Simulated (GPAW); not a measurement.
Ba2Tl5V3O12, 22 atoms in the cell. It takes space group P-3m1 (No. 164, trigonal). Conventional cell: a = 8.154 Å, b = 8.154 Å, c = 6.921 Å, α = 90.00°, β = 90.00°, γ = 120.00°. Ba (site symmetry 3m) has 6 O at 2.80 Å as nearest neighbours. V (site symmetry 2/m) has 4 O at 1.82 Å as nearest neighbours. Tl (site symmetry 2/m) has 4 O at 2.53 Å as nearest neighbours. Tl (site symmetry 3m) is surrounded by 6 O at 2.73 Å and 3 V at 2.82 Å and 3 Tl at 3.03 Å. O (site symmetry 1) has 1 V at 1.82 Å as nearest neighbours. The cell was built by a generator and needn't be a form met in nature.

```yaml
Program: GPAW 26.7.0
Task: band structure
Functional: PBE
Potentials_or_basis: GPAW PAW data sets (gpaw-data 1.2.1)
Cutoff: 800 eV
Basis: pw
k_mesh: 4 × 4 × 4
Occupations: fermi-dirac, width 0.05 eV
Spin: collinear spin, ferromagnetic start
Starting_moments: "[0.0, 0.0, 2.0, 2.0, 2.0, 0.0, 0.0, 0.0, 0.0, 0.0, 0.0, 0.0, 0.0, 0.0, 0.0, 0.0, 0.0, 0.0, 0.0, 0.0, 0.0, 0.0] μB"
Ranks: 8
Maxiter: 150
Band_path: GMKGALHA,LM,KH
Band_points: 60
```

Potentials or basis: GPAW PAW data sets (gpaw-data 1.2.1), pw.

The run is started by

```sh
$ OMP_NUM_THREADS=1 mpirun -n 8 gpaw python run.py
```

Hardware: 8 MPI ranks on AMD EPYC 9R14 (Zen 4), on a shared host.

Task: How long does it take, and how much memory?

Result: Run time: 20 min on 8 MPI ranks on AMD EPYC 9R14 (Zen 4), with other jobs on the host, peak memory 2.3 GiB a rank. Counts: scf iterations 26, plane waves 20528, bands 153, k points 13.
